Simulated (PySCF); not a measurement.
**The bond of SeH, level by level**

One table from this session's results is given with a row withheld; the runs are named, their logs left out.

Method: H def2-SVPD, Se def2-SVPD, no relativity; program: PySCF 2.14.0.

Set-up of the first run:

Settings of the job:

```
atoms                         : H, Se
charge                        : 0
basis                         : H def2-SVPD, Se def2-SVPD
Hamiltonian                   : no relativity
basis functions               : 49
electrons treated             : 35
masses in u                   : 1.0078, 79.9165
levels                        : PBE0, PBE, r²SCAN, B3LYP, revPBE, B97-3, HF, MP2, SCS-MP2, CCSD, CCSD(T)
grid                          : 80 radial by 434 angular points
occupations                   : held fixed by the projection of orbital angular momentum
dissociation limit            : H + Se, each in its ground configuration
starting distance in angstrom : 1.435
values of 2S to try           : 1, 3
```

Launch:

```sh
$ OMP_NUM_THREADS=1 python dia.py task.json out
```

Among the steps run: The job; The PBE0 curve of the state that the search chose; Excited determinants; PBE; r²SCAN (meta-GGA); B3LYP (global hybrid GGA); revPBE; B97-3; UHF (mean field); MP2 and coupled cluster.

One of the session's tables, all rows but one given; the rest of the session is left out.

| level | Re (Å) | ωe (cm⁻¹) | De (eV) |
| --- | --- | --- | --- |
| UHF | 1.458 | 2583 | 2.27 |
| UHF-MP2 | 1.462 | 2521 | 3.07 |
| UHF-SCS-MP2 | 1.465 | 2501 | 3.13 |
| UHF-CCSD | 1.469 | 2457 | 3.15 |
| UHF-CCSD(T) | 1.471 | 2440 | 3.19 |
| PBE | ? | ? | ? |
| revPBE | 1.490 | 2355 | 3.34 |
| r²SCAN | 1.474 | 2439 | 3.44 |
| B3LYP | 1.480 | 2406 | 3.43 |
| PBE0 | 1.474 | 2455 | 3.36 |
| B97-3 | 1.475 | 2450 | 3.38 |

Estimate the missing values for PBE.

As computed: Re (Å): 1.489; ωe (cm⁻¹): 2360; De (eV): 3.43. In the column «Re (Å)» it lies between B3LYP (1.480) and revPBE (1.490).
